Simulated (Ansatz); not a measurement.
# BrHInS radical: a ladder of functionals and wavefunction methods

The task here is to estimate one member of a computed series from the others.

Method: functionals in def2-TZVPP, the program's frozen cores in correlated methods; program: Ansatz 0.2.0, Gaussian basis.

The runs, in order: LDA (SPW92), PBE-D4, revPBE-D4, BLYP-D4, r2SCAN-D4, B97M-V, PBE0-D4, B3LYP-D4, r2SCANh-D4, r2SCAN0-D4, HSE06-D4, BHLYP-D4, CAM-B3LYP-D4, LC-ωPBE, ωB97X-V, ωB97M-V, B2PLYP, PBE-QIDH; CCSD(T)/def2-SVP; CCSD(T)/def2-TZVPP; MP2/def2-QZVPP; extrapolation to the limit; RPA on PBE.

**The relaxed structure**

An earlier PBE0-D4 in a triple-zeta def2 set relaxation fixed the geometry. In takes the def2 core potential; no spin-orbit term is included.

SMILES `[SH][In][Br]`, 4 atoms, charge 0, spin multiplicity 2.

Atoms are counted from 1 here; the program's logs count them from 0.

Bond lengths: S1–In2 2.430 Å, S1–H4 1.344 Å, In2–Br3 2.505 Å. Angles: In2–S1–H4 92.9°, S1–In2–Br3 116.5°.

Set-up of the first run:

Input file in.yaml:

```yaml
crystal:
  periodic: [false, false, false]
  atoms:
    - {symbol: S, position_ang: [-1.137354, -0.834485, 0.480629]}
    - {symbol: In, position_ang: [0.480249, 0.729583, -0.437097]}
    - {symbol: Br, position_ang: [2.897190, 0.144640, -0.132771]}
    - {symbol: H, position_ang: [-2.184485, -0.100037, 0.068940]}
basis:
  gaussian: {orbitals: def2-TZVPP}
magnetization: {spin_polarized: true, initial_magnetization: 1}
hamiltonian: {xc: lda}
output: {orbitals: {seedname: orbitals}}
```

Run with:

```
> ansatz run in.yaml --threads 4 --pin off --events-out ev --progress --plain --max-ram 10444MiB
```

Steps of the session up to this table: LDA; PBE-D4 (GGA); revPBE-D4 (GGA); BLYP-D4 (GGA); r2SCAN-D4 (meta-GGA); B97M-V (meta-GGA); PBE0-D4 (hybrid); B3LYP-D4 (hybrid); r2SCANh-D4 (hybrid); r2SCAN0-D4 (hybrid); HSE06-D4 (hybrid); BHLYP-D4 (hybrid); CAM-B3LYP-D4 (range-separated); LC-ωPBE (range-separated); ωB97X-V (range-separated); ωB97M-V (range-separated); B2PLYP (double hybrid); PBE-QIDH (double hybrid).

One of the session's tables, all rows but one given; the rest of the session is left out.

It belongs to the step «Orbital energies across the functionals». 

| functional | HOMO (eV) | LUMO (eV) | gap (eV) |
| --- | --- | --- | --- |
| LDA (SPW92) | -5.71 | -5.15 | 0.56 |
| PBE-D4 | -5.57 | -4.81 | 0.76 |
| revPBE-D4 | -5.52 | -4.68 | 0.83 |
| BLYP-D4 | -5.39 | -4.79 | 0.61 |
| r2SCAN-D4 | -5.93 | -4.59 | 1.34 |
| B97M-V | -5.62 | -4.89 | 0.73 |
| PBE0-D4 | -6.55 | -4.04 | 2.51 |
| B3LYP-D4 | -6.34 | -4.38 | 1.96 |
| r2SCANh-D4 | -6.29 | -4.31 | 1.99 |
| r2SCAN0-D4 | -6.83 | -3.88 | 2.96 |
| HSE06-D4 | -6.17 | -4.40 | 1.77 |
| BHLYP-D4 | ? | ? | ? |
| CAM-B3LYP-D4 | -7.71 | -3.24 | 4.47 |
| LC-ωPBE | -8.97 | -1.94 | 7.03 |
| ωB97X-V | -8.55 | -2.28 | 6.27 |
| ωB97M-V | -8.48 | -2.44 | 6.04 |

Q: Estimate the row for BHLYP-D4 from the others.

Worked estimate for «HOMO (eV)». Against the share of exact exchange, BLYP-D4 (0, -5.39), B3LYP-D4 (0.2, -6.34) give a slope of -4.75 per unit share; at 0.5 the line stands at -7.76.

The run gave: HOMO (eV): -7.38; LUMO (eV): -3.32; gap (eV): 4.05. In «HOMO (eV)» the line misses by -0.38.
